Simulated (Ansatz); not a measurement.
# AlCr2C: properties at the relaxed cell

An exercise on one series of results from a longer session: the logs are not shown, and one member is left open.

Method: DFT PBEsol, scalar-relativistic, plane waves, PAW, in Ansatz 0.2.0.

1 further run of the same task is left out (set aside as unsound or not needed). Runs told in other sessions of the task aren't counted.

### The system as given

Symmetry: P6_3/mmc, No. 194, hexagonal system. The conventional cell has a = 2.814 Å, b = 2.814 Å, c = 12.583 Å, α = 90.00°, β = 90.00°, γ = 120.00°. Al (site symmetry -6m2) has 6 Cr at 2.64 Å and 6 Al at 2.81 Å in its first shell of neighbours. Cr (site symmetry 3m) has 3 C at 1.94 Å in its first shell of neighbours. Around C (site symmetry -3m) lie 6 Cr at 1.94 Å.

Coordinates:

```xyz
8
Lattice="2.8136 0.0000 0.0000 -1.4068 2.4366 0.0000 0.0000 0.0000 12.5829" Properties=species:S:1:pos:R:3 pbc="T T T"
Al    1.4068    0.8122    3.1457
Al    0.0000    1.6244    9.4372
Cr    0.0000    1.6244    5.2296
Cr    1.4068    0.8122   11.5211
Cr    1.4068    0.8122    7.3533
Cr    0.0000    1.6244    1.0618
C     0.0000    0.0000    6.2914
C     0.0000    0.0000    0.0000
```

It goes back to an entry of the Materials Project, which need not be the stable form.

It is the result of an earlier relaxation at this level (volume 10.78 Å³/atom; gap on the mesh: none (metal)).

The first run:

input.yaml

```yaml
crystal:
  lattice:
    - [2.7851705267, 0.0, 0.0]
    - [-1.3925852633, 2.41202843, 0.0]
    - [0.0, 0.0, 12.4557851879]
  atoms:
    - { symbol: Al, position: [0.6666666667, 0.3333333333, 0.25] }
    - { symbol: Al, position: [0.3333333333, 0.6666666667, 0.75] }
    - { symbol: Cr, position: [0.3333333333, 0.6666666667, 0.415614008] }
    - { symbol: Cr, position: [0.6666666667, 0.3333333333, 0.915614008] }
    - { symbol: Cr, position: [0.6666666667, 0.3333333333, 0.584385992] }
    - { symbol: Cr, position: [0.3333333333, 0.6666666667, 0.084385992] }
    - { symbol: C, position: [0.0, 0.0, 0.5] }
    - { symbol: C, position: [0.0, 0.0, 0.0] }
basis:
  ecutwfc: 420
kpoints:
  mp_grid: { grid: [12, 12, 4] }
hamiltonian:
  xc: pbesol
scf:
  occupations: { method: gaussian, width: 0.1 }
output:
  forces: true
  stress: true
  eigenvalues: true
relax:
  adjacent_minimum: "off"
  f_tol: 0.01
  max_steps: 30
  cell: { stress_tol: 0.1, fix: [volume] }
```

The run is started by

```bash
> ansatz run input.yaml --threads 2 --pin off --max-ram 5120MiB --backend cpu --events-out ev --progress --plain --runs-dir out
```

Steps of the session up to this table: Volume × 0.97; Point at V/V0 = 1.03; Volume × 0.94; Point at V/V0 = 1.06; Point at V/V0 = 0.91; Point at V/V0 = 1.10; Point at V/V0 = 0.88.

One of the session's tables, all rows but one given; the rest of the session is left out.

It belongs to the step «Equation of state». 

```
volume (Å³/atom)  energy above the lowest point (meV/atom)  pressure (GPa)
           9.489                                     121.7           33.91
           9.813                                      64.4           23.26
          10.136                                         ?               ?
          10.460                                       6.3            6.55
          10.783                                       0.0            0.00
          11.107                                       5.8           -5.53
          11.430                                      22.0          -10.24
          11.861                                      56.9          -15.40
```

Q: Estimate the row for volume (Å³/atom) = 10.136 from the others.

Worked estimate for «energy above the lowest point (meV/atom)». A straight line through the neighbours (9.813, 64.4) and (10.460, 6.3) gives 64.4 + (6.3 − 64.4) × (10.136 − 9.813) / (10.460 − 9.813) = 35.4; a parabola fitted to 4 rows on both sides gives 26.9.

The run gave: energy above the lowest point (meV/atom): 27.0; pressure (GPa): 14.22. In «energy above the lowest point (meV/atom)» the line misses by +8.4 and the parabola by -0.1.

Limits of these values: The final runs have no spin polarisation, so a magnetic state may lie lower.
